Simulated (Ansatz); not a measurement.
# C₂H₂ClFSi: small, medium and large basis sets

Aim: see how fast density functionals converge with the basis set for C₂H₂ClFSi.

The runs use Ansatz 0.2.0, Gaussian basis; one geometry, several basis sets.

Plan: PBE0-D4/def2-SVP; ωB97M-V/def2-SVP; PBE0-D4/def2-QZVPP; ωB97M-V/def2-QZVPP; the functionals' def2-TZVPP values are taken from earlier runs.

### Step 1. The geometry

An earlier PBE0-D4/def2-TZVP relaxation fixed the geometry.

SMILES `FC1=C(Cl)[SiH2]1`, 7 atoms, charge 0, spin multiplicity 1.

Atoms are counted from 1 here; the program's logs count them from 0.

Bond lengths: F1–C2 1.315 Å, C2–C3 1.325 Å, C2–Si5 1.809 Å, C3–Cl4 1.694 Å, C3–Si5 1.826 Å, Si5–H6 1.483 Å, Si5–H7 1.483 Å. Angles: F1–C2–C3 136.4°, F1–C2–Si5 154.3°, C3–C2–Si5 69.3°, C2–C3–Cl4 138.3°, C2–C3–Si5 67.9°, Cl4–C3–Si5 153.8°, C2–Si5–C3 42.8°, C2–Si5–H6 122.1°, C2–Si5–H7 122.1°, C3–Si5–H6 121.8°, C3–Si5–H7 121.8°, H6–Si5–H7 110.8°.

As a file:

```xyz
7
C2H2ClFSi
F     1.1078   -1.3132    1.5150
C     0.4729   -0.5665    0.6384
C    -0.5168   -0.7350   -0.2269
Cl   -1.5548   -1.9739   -0.7350
Si    0.1366    0.9698   -0.2549
H    -0.5979    2.0983    0.3675
H     1.0135    1.4525   -1.3498
```

### Step 2. PBE0-D4 in def2-SVP

File in.yaml:

```yaml
crystal:
  periodic: [false, false, false]
  atoms:
    - {symbol: F, position_ang: [1.107812, -1.313206, 1.514957]}
    - {symbol: C, position_ang: [0.472862, -0.566544, 0.638356]}
    - {symbol: C, position_ang: [-0.516789, -0.735041, -0.226891]}
    - {symbol: Cl, position_ang: [-1.554832, -1.973910, -0.734989]}
    - {symbol: Si, position_ang: [0.136638, 0.969751, -0.254899]}
    - {symbol: H, position_ang: [-0.597892, 2.098344, 0.367536]}
    - {symbol: H, position_ang: [1.013501, 1.452506, -1.349769]}
basis:
  gaussian: {orbitals: def2-SVP}
hamiltonian: {xc: pbe0, dispersion: d4}
output: {orbitals: {seedname: orbitals}}
```

Launch:

```console
$ ansatz run in.yaml --threads 2 --pin off --events-out ev --progress --plain --max-ram 4352MiB
```

After this run come: ωB97M-V in def2-SVP; PBE0-D4 in def2-QZVPP; ωB97M-V in def2-QZVPP.

**Question.** What will the summary of the whole plan be? Wanted: PBE0-D4: double and triple zeta above quadruple; ωB97M-V: double and triple zeta above quadruple.

The runs gave:

| quantity | value |
| --- | --- |
| PBE0-D4: double and triple zeta above quadruple | 13.69, 0.89 eV |
| ωB97M-V: double and triple zeta above quadruple | 13.72, 0.83 eV |

**Reading.** PBE0-D4 gains 12.81 eV from double to triple zeta, then 0.89 eV more. These are total energies; as a rule much of such shifts cancels in differences, which this series doesn't test. The LUMO of ωB97M-V is positive and keeps falling with the basis (1.59 to 0.75 eV): an unbound level that the basis holds in place.
